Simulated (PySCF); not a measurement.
# H8N2SSi2: the cost of one run

The runs use PySCF 2.14.0, with density-fitted response routines of our own; the level of theory stands in each step. All values are computed, except where a source is named. Atoms are numbered from 0 throughout.

## 1. The starting structure

13 atoms, charge 0, multiplicity 1; geometry from: GFN2-xTB. The atoms were then displaced at random by about 0.01 Å, so the start is not that level's minimum.

Bonds of the start (Å): N0–Si1 1.70, Si1–N2 1.73, Si1–Si3 2.33, Si3–S4 2.14, N0–H5 1.03, N0–H6 1.02, Si1–H7 1.47, N2–H8 0.98, N2–H9 1.00, Si3–H10 1.45, Si3–H11 1.46, S4–H12 1.32.

## 2. Optimising the geometry at PBE0-D3(BJ)/def2-SVP

The job: settings as JSON, then the geometry in Å.

```
{"job": {"xc": "PBE0", "basis": "def2-SVP", "d3": "d3bj", "grid": 1, "shake": 0.01, "kind": "geom"}, "charge": 0, "multiplicity": 1}
N     -1.420270     1.058000     0.865840
Si    -0.518640    -0.292930     0.355970
N     -1.321440    -1.187090    -0.890380
Si     1.437260     0.656890    -0.491820
S      3.065520    -0.727980    -0.440800
H     -2.410420     0.956760     1.115250
H     -1.017970     1.771070     1.467860
H     -0.325500    -1.297810     1.411520
H     -1.356550    -0.801920    -1.793890
H     -2.150360    -1.690220    -0.661230
H      1.412310     1.021450    -1.893430
H      1.887030     1.836180     0.251290
H      2.724860    -1.319270     0.693500
```

Launch:

```
$ OMP_NUM_THREADS=1 python probes_run.py task.json out
```

One launch serves the whole session: the jobs run in the order shown.

**Question.** How long does this first job take on 1 thread of Arm Neoverse V2, shared host, and how much memory does it need?

About 1.7 min, with a peak of 0.51 GiB.
